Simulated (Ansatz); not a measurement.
# Ta2Be17: the cost of one run

Computed with Ansatz 0.2.0 (DFT, PBE, plane-wave PAW, default files, scalar-relativistic, as far as a step names no other, unless a step's input says otherwise).

## (1) The structure to begin with

It takes space group R-3m (No. 166, trigonal). Conventional cell: a = 7.355 Å, b = 7.355 Å, c = 10.702 Å, α = 90.00°, β = 90.00°, γ = 120.00°. Around Ta (site symmetry 3m) lie 19 Be at 2.58 to 2.82 Å. Be (site symmetry 3m) has 13 Be at 2.12 to 2.42 Å as nearest neighbours. Be (site symmetry 2/m) is surrounded by 10 Be at 2.10 to 2.24 Å. Around Be (site symmetry 2) lie 8 Be at 2.10 to 2.24 Å. Around Be (site symmetry m) lie 9 Be at 2.10 to 2.32 Å.

As a file:

```
CELL_PARAMETERS angstrom
3.67743 2.12317 3.56718
-3.67743 2.12317 3.56718
0.00000 -4.24633 3.56718
ATOMIC_POSITIONS crystal
Ta 0.84037 0.84037 0.84037
Ta 0.15963 0.15963 0.15963
Be 0.59909 0.59909 0.59909
Be 0.40091 0.40091 0.40091
Be 0.50000 0.50000 0.00000
Be 0.50000 0.00000 0.50000
Be 0.00000 0.50000 0.50000
Be 0.50000 0.20430 0.79570
Be 0.20430 0.79570 0.50000
Be 0.79570 0.50000 0.20430
Be 0.50000 0.79570 0.20430
Be 0.79570 0.20430 0.50000
Be 0.20430 0.50000 0.79570
Be 0.33891 0.84735 0.84735
Be 0.84735 0.84735 0.33891
Be 0.84735 0.33891 0.84735
Be 0.66109 0.15265 0.15265
Be 0.15265 0.15265 0.66109
Be 0.15265 0.66109 0.15265
```

## (2) Single point at the given positions

File input.yaml:

```yaml
crystal:
  lattice:
    - [3.677432968, 2.123166914, 3.56717695]
    - [-3.677432968, 2.123166914, 3.56717695]
    - [0.0, -4.246333828, 3.56717695]
  atoms:
    - { symbol: Ta, position: [0.84037348, 0.84037348, 0.84037348] }
    - { symbol: Ta, position: [0.15962652, 0.15962652, 0.15962652] }
    - { symbol: Be, position: [0.5990941, 0.5990941, 0.5990941] }
    - { symbol: Be, position: [0.4009059, 0.4009059, 0.4009059] }
    - { symbol: Be, position: [0.5, 0.5, 0.0] }
    - { symbol: Be, position: [0.5, 0.0, 0.5] }
    - { symbol: Be, position: [0.0, 0.5, 0.5] }
    - { symbol: Be, position: [0.5, 0.20430113, 0.79569887] }
    - { symbol: Be, position: [0.20430113, 0.79569887, 0.5] }
    - { symbol: Be, position: [0.79569887, 0.5, 0.20430113] }
    - { symbol: Be, position: [0.5, 0.79569887, 0.20430113] }
    - { symbol: Be, position: [0.79569887, 0.20430113, 0.5] }
    - { symbol: Be, position: [0.20430113, 0.5, 0.79569887] }
    - { symbol: Be, position: [0.33891063, 0.84735456, 0.84735456] }
    - { symbol: Be, position: [0.84735456, 0.84735456, 0.33891063] }
    - { symbol: Be, position: [0.84735456, 0.33891063, 0.84735456] }
    - { symbol: Be, position: [0.66108937, 0.15264544, 0.15264544] }
    - { symbol: Be, position: [0.15264544, 0.15264544, 0.66108937] }
    - { symbol: Be, position: [0.15264544, 0.66108937, 0.15264544] }
kpoints:
  mp_grid: { grid: [6, 6, 6] }
scf:
  occupations: { method: fermi_dirac, width: 0.05 }
hamiltonian:
  xc: pbe
  pseudopotentials: { kind: paw }
output:
  forces: true
  stress: true
  populations: true
  efg:
    quadrupole_moments_barn: { Ta: 3.17, Be: 0.05288 }
    contact_densities: true
  write_density: true
  write_potential: true
  elf: true
  volumetric_format: npy
```

Launch:

```console
> ansatz run input.yaml --threads 1 --pin off --max-ram 2560MiB --backend cpu --events-out ev --progress --plain --runs-dir out
```

Q: Estimate wall time and peak memory on 1 thread of Arm Neoverse V2, shared host.

About 23 s, with a peak of 0.55 GiB.
